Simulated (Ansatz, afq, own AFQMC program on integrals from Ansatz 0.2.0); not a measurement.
# CuSiH3+ (doublet): quantum Monte Carlo beside coupled cluster, def2-TZVP

How near does AFQMC come to the top of the ladder for CuSiH3+ (doublet)?

The runs use Ansatz 0.2.0, Gaussian basis, and an in-house AFQMC program (afq) on its integrals; all values are calculated; def2-TZVP, frozen cores.

To be run: PBE (unrestricted); CCSD(T) on UHF; r2SCAN (unrestricted); PBE0 (unrestricted); B3LYP (unrestricted); wB97M-V (unrestricted); B2PLYP (unrestricted); Phaseless AFQMC, CISD trial on UHF.

1 further run of the same task is left out (it didn't finish).

## Step 1: What is computed

The geometry is a PBE0/def2-TZVP stationary point (not a proven minimum) of the parent state, kept for this charge and spin.

5 atoms, charge 1, spin multiplicity 2.

Atoms are counted from 1 here; the program's logs count them from 0.

Bond lengths: Cu1–Si2 2.255 Å, Si2–H3 1.492 Å, Si2–H4 1.492 Å, Si2–H5 1.492 Å. Angles: Cu1–Si2–H3 111.9°, Cu1–Si2–H4 111.9°, Cu1–Si2–H5 111.9°, H3–Si2–H4 107.0°, H3–Si2–H5 107.0°, H4–Si2–H5 107.0°.

## Step 2: PBE (unrestricted)

in.yaml

```yaml
crystal:
  periodic: [false, false, false]
  atoms:
    - {symbol: Cu, position_ang: [-0.758988, 0.004438, 0.005181]}
    - {symbol: Si, position_ang: [1.496312, -0.008750, -0.010213]}
    - {symbol: H, position_ang: [2.044313, -1.396765, -0.009179]}
    - {symbol: H, position_ang: [2.064619, 0.684515, 1.182809]}
    - {symbol: H, position_ang: [2.048200, 0.676245, -1.215656]}
basis:
  gaussian: {orbitals: def2-TZVP}
total_charge: 1
magnetization: {spin_polarized: true, initial_magnetization: 1}
hamiltonian: {xc: {name: PBE}}
output: {orbitals: {seedname: orbitals}}
```

Command:

```
ansatz run in.yaml --threads 1 --pin off --events-out ev --progress --plain --max-ram 5632MiB --backend cpu
```

Log:

```text
Functional definition: PBE
  name "PBE"
  cite "Perdew, Burke & Ernzerhof, Phys. Rev. Lett. 77, 3865 (1996) doi:10.1103/PhysRevLett.77.3865"
  parent pbe
  parameter kappa = 0.804
  parameter beta = 0.06672455060314922
  exchange = pbe_x(kappa = kappa, mu = beta*pi^2/3)
  correlation = pbe_c(beta = beta)
837 factors; their error is unknown
mean field evaluation 1: about -52524.5518 eV, gradient 1.2e2 eV
mean field evaluation 2: about -51588.5854 eV, gradient 4.2e2 eV
mean field evaluation 4: about -52542.4403 eV, gradient 5.2e1 eV
mean field evaluation 8: about -52547.6641 eV, gradient 1.4e0 eV
mean field evaluation 16: about -52547.6338 eV, gradient 1.2e-3 eV
mean field evaluation 32: about -52546.2934 eV, gradient 2.2e-1 eV
mean field -52547.63381696 eV, -1931.0899247077 hartree, gradient 3.6e-6 eV, S^2 0.752497; 4 other end points of the search recorded, 0 dependent functions left out
reference -52547.63385968 eV, -1931.0899262778 hartree; 23, 22 occupied and 77, 78 virtual orbitals, 837 factors
Total energy: -52547.63385968 eV, -1931.0899262778 hartree
```

Run time: 12 s. Hardware: 1 thread of AMD EPYC 7R13 (Zen 3), shared host; peak memory 1.6 GiB.

From the report: ⟨S²⟩ of the determinant 0.752 (pure doublet: 0.75).

## Step 3: CCSD(T) on UHF

in.yaml: that of step 2 with these lines changed.

```diff
@@ -12,3 +12,2 @@
 magnetization: {spin_polarized: true, initial_magnetization: 1}
-hamiltonian: {xc: {name: PBE}}
-output: {orbitals: {seedname: orbitals}}
+correlation: {method: ccsd_t, electrons: outside_noble_gas, hamiltonian_folder: ham}
```

Command:

```
ansatz run in.yaml --threads 1 --pin off --events-out ev --progress --plain --max-ram 16896MiB --backend cuda --devices 0, --max-vram 18GiB
```

Log, shortened:

```text
Functional definition: HF
  name "HF"
  cite "Fock, Z. Phys. 61, 126 (1930) doi:10.1007/BF01340294"
  parent pbe
[...]
839 factors; integrals over basis functions are off by at most 9.6e-4 eV
[...]
mean field -52499.68894871 eV, -1929.3279832977 hartree, gradient 1.5e-6 eV, S^2 0.765025; 21 other end points of the search recorded, 0 dependent functions left out
determinant -52499.68894871 eV, -1929.3279832977 hartree, with singles and doubles -52512.96862905 eV, -1929.8160025491 hartree
determinant -52499.52923861 eV, -1929.3221140600 hartree, with singles and doubles -52512.43218060 eV, -1929.7962884320 hartree
determinant -52499.31090328 eV, -1929.3140903844 hartree, with singles and doubles -52511.35266265 eV, -1929.7566168790 hartree
determinant -52499.27637218 eV, -1929.3128213901 hartree, with singles and doubles -52512.92665529 eV, -1929.8144600418 hartree
[...]
determinant -52496.38707759 eV, -1929.2066417724 hartree, with singles and doubles -52507.71810118 eV, -1929.6230492086 hartree
determinant -52499.68894871 eV, -1929.3279832977 hartree, with singles and doubles -52512.94999244 eV, -1929.8153176661 hartree
determinant -52499.52923861 eV, -1929.3221140600 hartree, with singles and doubles -52512.83159353 eV, -1929.8109665866 hartree
determinant -52499.27637218 eV, -1929.3128213901 hartree, with singles and doubles -52512.92106489 eV, -1929.8142545983 hartree
14 core orbitals not correlated: weight in the atoms' cores, before any rotation towards them, 1.000 or more for the frozen orbitals, at most 0.000 for the correlated occupied ones
reference -52499.68894871 eV, -1929.3279832977 hartree; 9, 8 occupied and 77, 78 virtual orbitals, 839 factors
second order -13.95047926 eV of doubles, -0.00000000 eV of singles
cycle   1  -13.26104708 eV  change   -3.4e-6 eV  update   2.8e-6
perturbative correction -0.44109014 eV, -0.0162097638 hartree
Total energy: -52513.39108593 eV, -1929.8315275531 hartree
```

Run time: 15 s. Hardware: 1 × NVIDIA H100 80GB HBM3 with 1 thread of AMD EPYC 7R13 (Zen 3), shared host; peak host memory 1.6 GiB.

From the report: ⟨S²⟩ of the determinant 0.765 (pure doublet: 0.75); correlation -13.7021 eV; T1 0.034; largest double amplitude 0.03.

This run also writes the integrals to the folder ham.

## Step 4: r2SCAN (unrestricted)

in.yaml: that of step 3 with these lines changed.

```diff
@@ -12,2 +12,2 @@
 magnetization: {spin_polarized: true, initial_magnetization: 1}
-correlation: {method: ccsd_t, electrons: outside_noble_gas, hamiltonian_folder: ham}
+hamiltonian: {xc: {name: r2SCAN}}
```

Command:

```
ansatz run in.yaml --threads 1 --pin off --events-out ev --progress --plain --max-ram 5632MiB --backend cpu
```

Log, shortened:

```text
Functional definition: r2SCAN
  name "r2SCAN"
  cite "Furness, Kaplan, Ning, Perdew & Sun, J. Phys. Chem. Lett. 11, 8208 (2020) doi:10.1021/acs.jpclett.0c02405"
  cite "Furness, Kaplan, Ning, Perdew & Sun, J. Phys. Chem. Lett. 11, 9248 (2020) doi:10.1021/acs.jpclett.0c03077"
  parent r2scan
[...]
837 factors; their error is unknown
[...]
mean field -52557.29250458 eV, -1931.4448749310 hartree, gradient 6.3e-5 eV, S^2 0.756078; 6 other end points of the search recorded, 0 dependent functions left out
reference -52557.29252103 eV, -1931.4448755354 hartree; 23, 22 occupied and 77, 78 virtual orbitals, 837 factors
Total energy: -52557.29252103 eV, -1931.4448755354 hartree
```

Run time: 33 s. Hardware: 1 thread of AMD EPYC 7R13 (Zen 3), shared host; peak memory 1.6 GiB.

From the report: ⟨S²⟩ of the determinant 0.756 (pure doublet: 0.75).

## Step 5: PBE0 (unrestricted)

in.yaml: that of step 4 with these lines changed.

```diff
@@ -12,2 +12,3 @@
 magnetization: {spin_polarized: true, initial_magnetization: 1}
-hamiltonian: {xc: {name: r2SCAN}}
+hamiltonian: {xc: {name: PBE0}}
+output: {orbitals: {seedname: orbitals}}
```

Launched as before.

Log:

```text
Functional definition: PBE0
  name "PBE0"
  cite "Adamo & Barone, J. Chem. Phys. 110, 6158 (1999) doi:10.1063/1.478522"
  cite "Perdew, Burke & Ernzerhof, Phys. Rev. Lett. 77, 3865 (1996) doi:10.1103/PhysRevLett.77.3865"
  parent pbe
  parameter a = 0.25
  parameter kappa = 0.804
  parameter beta = 0.06672455060314922
  exchange = (1 - a)*pbe_x(kappa = kappa, mu = beta*pi^2/3) + a*exact_x
  correlation = pbe_c(beta = beta)
942 factors; their error is unknown
mean field evaluation 1: about -52528.2131 eV, gradient 1.1e2 eV
mean field evaluation 2: about -51616.3750 eV, gradient 4.3e2 eV
mean field evaluation 4: about -52528.5679 eV, gradient 7.3e1 eV
mean field evaluation 8: about -52548.3209 eV, gradient 2.4e0 eV
mean field evaluation 16: about -52548.4278 eV, gradient 1.1e-2 eV
mean field -52548.42778901 eV, -1931.1191026424 hartree, gradient 2.7e-5 eV, S^2 0.755815; 0 other end points of the search recorded, 0 dependent functions left out
reference -52548.42782078 eV, -1931.1191038098 hartree; 23, 22 occupied and 77, 78 virtual orbitals, 942 factors
Total energy: -52548.42782078 eV, -1931.1191038098 hartree
```

Run time: 4.2 s. Hardware: 1 thread of AMD EPYC 7R13 (Zen 3), shared host; peak memory 1.9 GiB.

From the report: ⟨S²⟩ of the determinant 0.756 (pure doublet: 0.75).

## Step 6: B3LYP (unrestricted)

in.yaml: that of step 5 with these lines changed.

```diff
@@ -12,3 +12,2 @@
 magnetization: {spin_polarized: true, initial_magnetization: 1}
-hamiltonian: {xc: {name: PBE0}}
-output: {orbitals: {seedname: orbitals}}
+hamiltonian: {xc: {name: B3LYP}}
```

Same command.

Log, shortened:

```text
Functional definition: B3LYP
  name "B3LYP"
  cite "Stephens, Devlin, Chabalowski & Frisch, J. Phys. Chem. 98, 11623 (1994) doi:10.1021/j100096a001"
  cite "Becke, Phys. Rev. A 38, 3098 (1988) doi:10.1103/PhysRevA.38.3098"
  cite "Lee, Yang & Parr, Phys. Rev. B 37, 785 (1988) doi:10.1103/PhysRevB.37.785"
  cite "Vosko, Wilk & Nusair, Can. J. Phys. 58, 1200 (1980) doi:10.1139/p80-159"
[...]
935 factors; their error is unknown
[...]
mean field -52560.51016792 eV, -1931.5631218777 hartree, gradient 5.3e-5 eV, S^2 0.753734; 0 other end points of the search recorded, 0 dependent functions left out
reference -52560.51040881 eV, -1931.5631307303 hartree; 23, 22 occupied and 77, 78 virtual orbitals, 935 factors
Total energy: -52560.51040881 eV, -1931.5631307303 hartree
```

Wall time 3.8 s (1 thread of AMD EPYC 7R13 (Zen 3), shared host); peak memory 1.9 GiB.

From the report: ⟨S²⟩ of the determinant 0.754 (pure doublet: 0.75).

## Step 7: wB97M-V (unrestricted)

in.yaml: that of step 6 with these lines changed.

```diff
@@ -12,2 +12,3 @@
 magnetization: {spin_polarized: true, initial_magnetization: 1}
-hamiltonian: {xc: {name: B3LYP}}
+hamiltonian: {xc: {name: wB97M-V}}
+output: {orbitals: {seedname: orbitals}}
```

Launched as before.

Log, shortened:

```text
Functional definition: wB97M-V
  name "wB97M-V"
  cite "Mardirossian & Head-Gordon, J. Chem. Phys. 144, 214110 (2016) doi:10.1063/1.4952647"
  cite "Becke, J. Chem. Phys. 107, 8554 (1997) doi:10.1063/1.475007"
  cite "Vydrov & Van Voorhis, J. Chem. Phys. 133, 244103 (2010) doi:10.1063/1.3521275"
  # Of w^i u^j: cxij and so on, Table III.
[...]
  gx(w, u) = 1 - cx + cx01*u + cx10*w
  gss(w, u) = css00 + css04*u^4 + css10*w + css20*w^2 + css43*w^4*u^3
  gos(w, u) = cos00 + cos10*w + (cos20 + cos21*u)*w^2 + (cos60 + cos61*u)*w^6
[...]
      + integral(e_c_pw_mod_opposite_spin*gos(b97_w_opposite, b97_u_opposite)) + vv10(b, c)
915 factors; their error is unknown
195 factors; integrals over basis functions are off by at most 4.0e-5 eV
[...]
mean field -52555.09364443 eV, -1931.3640683108 hartree, gradient 7.6e-5 eV, S^2 0.754280; 2 other end points of the search recorded, 0 dependent functions left out
reference -52555.09369272 eV, -1931.3640700855 hartree; 23, 22 occupied and 77, 78 virtual orbitals, 915 factors
Total energy: -52555.09369272 eV, -1931.3640700855 hartree
```

Run time: 52 s. Hardware: 1 thread of AMD EPYC 7R13 (Zen 3), shared host; peak memory 1.9 GiB.

From the report: ⟨S²⟩ of the determinant 0.754 (pure doublet: 0.75).

## Step 8: B2PLYP (unrestricted)

in.yaml: that of step 7 with these lines changed.

```diff
@@ -12,3 +12,3 @@
 magnetization: {spin_polarized: true, initial_magnetization: 1}
-hamiltonian: {xc: {name: wB97M-V}}
-output: {orbitals: {seedname: orbitals}}
+hamiltonian: {xc: {name: B2PLYP}}
+correlation: {electrons: outside_noble_gas}
```

Launched as before.

Log, shortened:

```text
Functional definition: B2PLYP
  name "B2PLYP"
  cite "Grimme, J. Chem. Phys. 124, 034108 (2006) doi:10.1063/1.2148954"
  cite "Becke, Phys. Rev. A 38, 3098 (1988) doi:10.1103/PhysRevA.38.3098"
  cite "Lee, Yang & Parr, Phys. Rev. B 37, 785 (1988) doi:10.1103/PhysRevB.37.785"
[...]
839 factors; integrals over basis functions are off by at most 9.6e-4 eV
[...]
mean field -52542.10799553 eV, -1930.8868545157 hartree, gradient 7.3e-6 eV, S^2 0.759736; 0 other end points of the search recorded, 0 dependent functions left out
14 core orbitals not correlated: weight in the atoms' cores, before any rotation towards them, 1.000 or more for the frozen orbitals, at most 0.000 for the correlated occupied ones
reference -52542.10814676 eV, -1930.8868600733 hartree; 9, 8 occupied and 77, 78 virtual orbitals, 839 factors
second order -17.41816185 eV of doubles, -0.00000000 eV of singles
Total energy: -52546.81105046 eV, -1931.0596885966 hartree
```

Run time: 6 s. Hardware: 1 thread of AMD EPYC 7R13 (Zen 3), shared host; peak memory 1.9 GiB.

From the report: ⟨S²⟩ of the determinant 0.760 (pure doublet: 0.75).

## Step 9: Phaseless AFQMC, CISD trial on UHF

It reads the integrals that the CCSD(T) run on this determinant wrote.

Command:

```
afq ham --method phaseless --trial cisd --walkers 2500 --populations 20 --least-time 60 --time-step 0.005 --steps-per-block 50 --equilibration-blocks 40 --max-blocks 4000 --target-error 0.00024 --factor-cut 1e-05 --start spin_pure --seed 1985 --release-times 0.24,0.5,1 --release-step 0.02 --release-every 4 --taylor-order 6
```

Log:

```text
orbitals 86  electrons 9 8  factors 704 of 839
reference energy -1929.32798330 Eh
CCSD correlation -0.48733449 Eh in 18 cycles, weight of the determinant in the CISD state 0.8420
energy of the start -1929.815788 Eh
 block  time / (1/Eh)  mean weight  energy / Eh
     1     0.250  0.9999  -1929.812366
     2     0.500  0.9996  -1929.819530
     3     0.750  1.0000  -1929.823553
     4     1.000  1.0009  -1929.825608
     5     1.250  1.0002  -1929.826795
     6     1.500  0.9998  -1929.825277
     7     1.750  1.0002  -1929.829082
     8     2.000  0.9993  -1929.829005
     9     2.250  1.0003  -1929.830428
    10     2.500  0.9995  -1929.835198
    13     3.250  1.0002  -1929.834814
    19     4.750  1.0005  -1929.831253
    25     6.250  0.9997  -1929.830926
    31     7.750  1.0003  -1929.834117
    37     9.250  0.9997  -1929.832340
    43    10.750  0.9999  -1929.832102
    49    12.250  1.0004  -1929.830502
    55    13.750  1.0000  -1929.833233
    61    15.250  1.0004  -1929.832564
    67    16.750  1.0007  -1929.832263
    73    18.250  0.9996  -1929.833990
    79    19.750  1.0008  -1929.830325
    85    21.250  1.0004  -1929.832107
    91    22.750  0.9996  -1929.831877
    97    24.250  0.9999  -1929.833864
   103    25.750  0.9997  -1929.830977
   109    27.250  1.0001  -1929.828101
   115    28.750  0.9998  -1929.832111
   121    30.250  1.0007  -1929.834082
   127    31.750  0.9997  -1929.830102
   133    33.250  1.0010  -1929.833611
   139    34.750  1.0000  -1929.835857
   145    36.250  0.9985  -1929.832161
   151    37.750  0.9998  -1929.833645
   157    39.250  0.9996  -1929.828264
   163    40.750  1.0002  -1929.827071
   169    42.250  0.9999  -1929.828469
   175    43.750  0.9999  -1929.831383
   181    45.250  1.0002  -1929.833368
   187    46.750  0.9989  -1929.830813
   193    48.250  1.0007  -1929.834766
   199    49.750  0.9995  -1929.831046
   205    51.250  1.0007  -1929.829729
   211    52.750  1.0012  -1929.832376
   217    54.250  0.9998  -1929.829370
   223    55.750  1.0008  -1929.830945
   229    57.250  1.0004  -1929.829817
   235    58.750  1.0001  -1929.832782
   241    60.250  1.0003  -1929.828553
   247    61.750  0.9993  -1929.833054
   253    63.250  0.9997  -1929.833357
   259    64.750  1.0009  -1929.833901
   265    66.250  0.9994  -1929.831331
error from the spread of 20 populations
released: time / (1/Eh)  energy / Eh  error  mean overlap
  0.24  -1929.831849  0.000208  0.9971
  0.50  -1929.844600  0.012096  0.9947
  1.00  -1929.832772  0.000348  0.9955
energy -1929.831066 +/- 0.000225 Eh
```

Run time: 6.2 min. Hardware: 1 × NVIDIA H100 80GB HBM3 with 2 threads of AMD EPYC 7R13 (Zen 3), shared host; peak host memory 1.9 GiB.

Energy -52513.3785 ± 0.0061 eV. Caveats: constraint bias not in the error.

## Step 10: AFQMC on the ladder

On the UHF determinant, counted from CCSD(T) (a yardstick, not exact):

```
                                                level  energy (eV)  from CCSD(T) (kJ/mol)  statistical error (kJ/mol)     time
                                                   HF  -52499.6889                +1322.1                                     
                                                  MP2  -52513.6394                  -24.0                                     
                                                 CCSD  -52512.9500                  +42.6                                     
                                              CCSD(T)  -52513.3911                    0.0                                     
Phaseless AFQMC, CISD trial, step 0.005, 2500 walkers  -52513.3785                   +1.2                         0.6  6.2 min
```

The functionals' totals stand on their own zeros and serve differences with other points: PBE -52547.634 eV; r2SCAN -52557.293 eV; PBE0 -52548.428 eV; B3LYP -52560.510 eV; wB97M-V -52555.094 eV; B2PLYP -52546.811 eV.

## Step 11: Summary of results

| quantity | value |
| --- | --- |
| Phaseless AFQMC, CISD trial on UHF from CCSD(T) | +1.2 ± 0.6 kJ/mol |

On UHF the phaseless walk with the CISD trial lies +1.2 kJ/mol from CCSD(T), within three error bars. Error bars are statistical and leave out the constraint, the time step and what remains of the start.
